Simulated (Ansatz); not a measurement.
**C3H10Si2: basis-set convergence**

One table from this session's results is given with a row withheld; the runs are named, their logs left out.

Program: Ansatz 0.2.0, Gaussian basis. Level of theory: one geometry, several basis sets. These are calculated values, not measurements.

Plan: PBE0-D4/def2-SVP; ωB97M-V/def2-SVP; PBE0-D4/def2-QZVPP; ωB97M-V/def2-QZVPP; the functionals' def2-TZVPP values are taken from earlier runs.

### The geometry

All runs share one geometry, relaxed beforehand with PBE0-D4 in a triple-zeta def2 set.

15 atoms, charge 0, spin multiplicity 1.

Atoms are counted from 1 here; the program's logs count them from 0.

Bond lengths: C1–Si2 1.871 Å, C1–H6 1.092 Å, C1–H7 1.093 Å, C1–H8 1.093 Å, Si2–C3 1.867 Å, Si2–H9 1.491 Å, Si2–H10 1.490 Å, C3–C4 1.338 Å, C3–H11 1.092 Å, C4–Si5 1.863 Å, C4–H12 1.091 Å, Si5–H13 1.489 Å, Si5–H14 1.487 Å, Si5–H15 1.489 Å. Angles: Si2–C1–H6 110.8°, Si2–C1–H7 110.8°, Si2–C1–H8 110.8°, H6–C1–H7 108.1°, H6–C1–H8 108.3°, H7–C1–H8 107.9°, C1–Si2–C3 111.3°, C1–Si2–H9 109.2°, C1–Si2–H10 110.7°, C3–Si2–H9 109.4°, C3–Si2–H10 107.6°, H9–Si2–H10 108.6°, Si2–C3–C4 123.8°, Si2–C3–H11 118.2°, C4–C3–H11 118.0°, C3–C4–Si5 123.7°, C3–C4–H12 118.1°, Si5–C4–H12 118.2° and more.

Set-up of the first run:

File in.yaml:

```yaml
crystal:
  periodic: [false, false, false]
  atoms:
    - {symbol: C, position_ang: [-2.613141, -0.839059, -0.448489]}
    - {symbol: Si, position_ang: [-0.943393, -0.602138, -1.258730]}
    - {symbol: C, position_ang: [0.397195, -0.337557, 0.012853]}
    - {symbol: C, position_ang: [1.131339, 0.777426, 0.100097]}
    - {symbol: Si, position_ang: [2.457997, 1.043852, 1.380357]}
    - {symbol: H, position_ang: [-2.886665, 0.039792, 0.139560]}
    - {symbol: H, position_ang: [-2.602067, -1.704451, 0.218623]}
    - {symbol: H, position_ang: [-3.388846, -1.003430, -1.200159]}
    - {symbol: H, position_ang: [-0.620200, -1.807385, -2.074935]}
    - {symbol: H, position_ang: [-0.955305, 0.588563, -2.153672]}
    - {symbol: H, position_ang: [0.589217, -1.134790, 0.734061]}
    - {symbol: H, position_ang: [0.943234, 1.575396, -0.620347]}
    - {symbol: H, position_ang: [3.777153, 1.283836, 0.733837]}
    - {symbol: H, position_ang: [2.543029, -0.163159, 2.244374]}
    - {symbol: H, position_ang: [2.148655, 2.232504, 2.221669]}
basis:
  gaussian: {orbitals: def2-SVP}
hamiltonian: {xc: pbe0, dispersion: d4}
output: {orbitals: {seedname: orbitals}}
```

Steps of the session up to this table: PBE0-D4 in def2-SVP; ωB97M-V in def2-SVP; PBE0-D4 in def2-QZVPP; ωB97M-V in def2-QZVPP.

One table of the session follows, with a row left open; its other results are not shown here.

It belongs to the step «Functionals by basis». 

```
functional       basis  HOMO (eV)
   PBE0-D4    def2-SVP          ?
   PBE0-D4  def2-TZVPP      -7.92
   PBE0-D4  def2-QZVPP      -7.92
   ωB97M-V    def2-SVP     -10.05
   ωB97M-V  def2-TZVPP     -10.11
   ωB97M-V  def2-QZVPP     -10.11
```

Q: Estimate the row for PBE0-D4, def2-SVP from the others.

The run gave: HOMO (eV): -7.88. In the column «HOMO (eV)» it is the highest.
